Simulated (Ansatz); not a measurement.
**C2H10Ga2O2: small, medium and large basis sets**

One table from this session's results is given with a row withheld; the runs are named, their logs left out.

The runs use Ansatz 0.2.0, Gaussian basis; one geometry, several basis sets.

Levels to be run: PBE0-D4/def2-SVP; ωB97M-V/def2-SVP; PBE0-D4/def2-QZVPP; ωB97M-V/def2-QZVPP; the functionals' def2-TZVPP values are taken from earlier runs.

1 further run of the same task is left out (it didn't finish).

## The geometry

An earlier PBE0-D4 in a triple-zeta def2 set relaxation fixed the geometry.

SMILES `[CH3][Ga@H-]1[OH+][Ga@@H-]([CH3])[OH+]1`, 16 atoms, charge 0, spin multiplicity 1.

Atoms are counted from 1 here; the program's logs count them from 0.

Bond lengths: C1–Ga2 1.956 Å, C1–H7 1.092 Å, C1–H8 1.092 Å, C1–H9 1.092 Å, Ga2–O3 1.973 Å, Ga2–O6 1.972 Å, Ga2–H10 1.572 Å, O3–Ga4 1.972 Å, O3–H11 0.959 Å, Ga4–C5 1.956 Å, Ga4–O6 1.973 Å, Ga4–H12 1.572 Å, C5–H13 1.092 Å, C5–H14 1.092 Å, C5–H15 1.092 Å, O6–H16 0.959 Å. Angles: Ga2–C1–H7 111.0°, Ga2–C1–H8 111.1°, Ga2–C1–H9 110.1°, H7–C1–H8 108.0°, H7–C1–H9 108.3°, H8–C1–H9 108.3°, C1–Ga2–O3 108.3°, C1–Ga2–O6 108.3°, C1–Ga2–H10 130.4°, O3–Ga2–O6 83.2°, O3–Ga2–H10 108.3°, O6–Ga2–H10 108.3°, Ga2–O3–Ga4 96.7°, Ga2–O3–H11 113.8°, Ga4–O3–H11 113.8°, O3–Ga4–C5 108.3°, O3–Ga4–O6 83.2°, O3–Ga4–H12 108.3° and more.

Set-up of the first run:

File in.yaml:

```yaml
crystal:
  periodic: [false, false, false]
  atoms:
    - {symbol: C, position_ang: [-0.139872, -2.441822, 0.230990]}
    - {symbol: Ga, position_ang: [1.185120, -1.109494, -0.312742]}
    - {symbol: O, position_ang: [0.301242, 0.194288, -1.500054]}
    - {symbol: Ga, position_ang: [0.132818, 1.639333, -0.168087]}
    - {symbol: C, position_ang: [-1.722707, 1.693024, 0.448750]}
    - {symbol: O, position_ang: [1.130494, 0.381299, 0.977719]}
    - {symbol: H, position_ang: [-0.353117, -3.137570, -0.583233]}
    - {symbol: H, position_ang: [0.214320, -3.021390, 1.086049]}
    - {symbol: H, position_ang: [-1.072635, -1.949939, 0.513804]}
    - {symbol: H, position_ang: [2.670043, -1.288804, -0.796247]}
    - {symbol: H, position_ang: [0.823032, 0.434436, -2.268582]}
    - {symbol: H, position_ang: [1.102701, 2.805538, -0.580668]}
    - {symbol: H, position_ang: [-2.083030, 0.680967, 0.643396]}
    - {symbol: H, position_ang: [-2.372317, 2.149219, -0.301168]}
    - {symbol: H, position_ang: [-1.813095, 2.271651, 1.370438]}
    - {symbol: H, position_ang: [1.997015, 0.699284, 1.239623]}
basis:
  gaussian: {orbitals: def2-SVP}
hamiltonian: {xc: pbe0, dispersion: d4}
output: {orbitals: {seedname: orbitals}}
```

Started as:

```console
ansatz run in.yaml --threads 2 --pin off --events-out ev --progress --plain --max-ram 22528MiB --backend cpu
```

Steps of the session up to this table: PBE0-D4 in def2-SVP; ωB97M-V in def2-SVP; PBE0-D4 in def2-QZVPP; ωB97M-V in def2-QZVPP.

One table of the session follows, with a row left open; its other results are not shown here.

It belongs to the step «Functionals by basis». 

| functional | basis | HOMO (eV) | LUMO (eV) |
| --- | --- | --- | --- |
| PBE0-D4 | def2-SVP | -7.68 | 0.20 |
| PBE0-D4 | def2-TZVPP | -7.75 | -0.10 |
| PBE0-D4 | def2-QZVPP | ? | ? |
| ωB97M-V | def2-SVP | -9.89 | 1.83 |
| ωB97M-V | def2-TZVPP | -9.98 | 1.42 |
| ωB97M-V | def2-QZVPP | -9.99 | 0.87 |

Q: Estimate the row for PBE0-D4, def2-QZVPP from the others.

As computed: HOMO (eV): -7.76; LUMO (eV): -0.33. In the column «HOMO (eV)» it lies between ωB97M-V, def2-SVP (-9.89) and PBE0-D4, def2-TZVPP (-7.75).
